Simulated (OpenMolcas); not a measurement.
**Zr²⁺ among point charges: CASSCF levels and susceptibility**

How does a field of 3 point charges split the states of Zr²⁺, and what χT follows?

The numbers are computed with OpenMolcas 26.06 (state-averaged CASSCF, spin-orbit coupling by RASSI with atomic mean-field integrals), except any that are marked as measured or tabulated.

1 further run of the same task is left out (it didn't finish).

## (1) The system

* Species: Zr²⁺ (zirconium, Z = 40, 38 electrons)
* Basis: ANO-RCC-VDZP [6s5p3d1f], 43 functions
* Scalar Hamiltonian: DKH2, point nucleus
* Inactive shells: 1s 2s 2p 3s 3p 3d 4s 4p
* Active space: 2 electrons in 5 orbitals (4d)
* Some configurations of this space: 4d2
* Orbitals: optimised for each spin and parity, averaged over all roots

The outer shells:

4d2
```
4d [↑ ][↑ ][  ][  ][  ]
```

The ion sits among 3 point charges of -3 e arranged as a planar triangle (D3h), 1.67 Å from the ion. The active orbitals were held to one l.

The work runs as a chain of OpenMolcas steps in one folder; each step below is one input file. Labels, J, g values, rates, χT and fits are worked out afterwards by a script from the matrices that RASSI stores.

## (2) GATEWAY and SEWARD: basis and integrals

The input, a.inp:

```
&GATEWAY
Coord
1

Zr 0.0 0.0 0.0
Basis=ANO-RCC-VDZP
Group=NoSym
NoMove
AngMom=0.0 0.0 0.0
AMFI
XField
3 Angstrom 0
1.670000 0.000000 0.000000 -3.000000
-0.835000 1.446262 0.000000 -3.000000
-0.835000 -1.446262 0.000000 -3.000000
&SEWARD
```

Run with:

```
$ OMP_NUM_THREADS=1 MOLCAS_MEM=1689 MOLCAS_PROJECT=a pymolcas a.inp > a.log
```

## (3) Reference wave functions, triplets, 10 roots

The input, a.inp:

```
&RASSCF
FileOrb=start.orb
Symmetry=1
Spin=3
nActEl=2 0 0
Inactive=18
Ras2=5
CIRoot=10 10 1
SDav=10
CIMx=300
Iter=120 100
PrWF=0.3
OrbListing=Nothing
MaxOrb=0
SupSym
1
15 10 11 12 13 14 19 20 21 22 23 32 33 34 35 36
>>> COPY $Project.JobIph JOB001
```

start.orb holds the contracted functions of the basis, ordered by shell, or the orbitals of the step before.

## (4) Reference wave functions, singlets, 15 roots

The input, a.inp:

```
&RASSCF
FileOrb=start.orb
Symmetry=1
Spin=1
nActEl=2 0 0
Inactive=18
Ras2=5
CIRoot=15 15 1
SDav=15
CIMx=300
Iter=120 100
PrWF=0.3
OrbListing=Nothing
MaxOrb=0
SupSym
1
15 10 11 12 13 14 19 20 21 22 23 32 33 34 35 36
>>> COPY $Project.JobIph JOB002
```

## (5) State interaction with spin-orbit coupling

The input, a.inp:

```
&RASSI
NrOfJobIphs=2 10 15
1 2 3 4 5 6 7 8 9 10
1 2 3 4 5 6 7 8 9 10 11 12 13 14 15
IphNames
JOB001
JOB002
EJob
SpinOrbit
DIPRint=1.0
SOCoupling=1000.0
Subsets=2
Property=9
'ANGMOM' 1 'ANGMOM' 2 'ANGMOM' 3 'MLTPL  1' 1 'MLTPL  1' 2 'MLTPL  1' 3
'AMFI' 1 'AMFI' 2 'AMFI' 3
SOProperty=3
'ANGMOM' 1 'ANGMOM' 2 'ANGMOM' 3
```

What does the calculation give? Wanted: spin-free ground state; first state of the same spin within the active space; lowest level; next level.

**Answer**, as computed:

| quantity | value |
| --- | --- |
| method | CASSCF |
| spin-free ground state | 3A2, 1-fold in its orbital part |
| first state of the same spin within the active space | 3E at 18800 cm⁻¹ |
| lowest level | 1-fold A1 |
| next level | 0.5 cm⁻¹ |
| χT at 300 K | 1.01 cm³ K/mol |
| effective moment at 300 K | 2.84 μB |

In words: The spin-free ground state (3A2) comes to 83 % from free-ion F terms and keeps the highest spin of the shell. χT at 300 K is 1.01, against 1.00 cm³ K/mol for the spin alone; near agreement at one temperature doesn't show that the orbital moment is quenched. The field of point charges can differ much from that of real complexes. This is an electrostatic model: the charges have no orbitals.
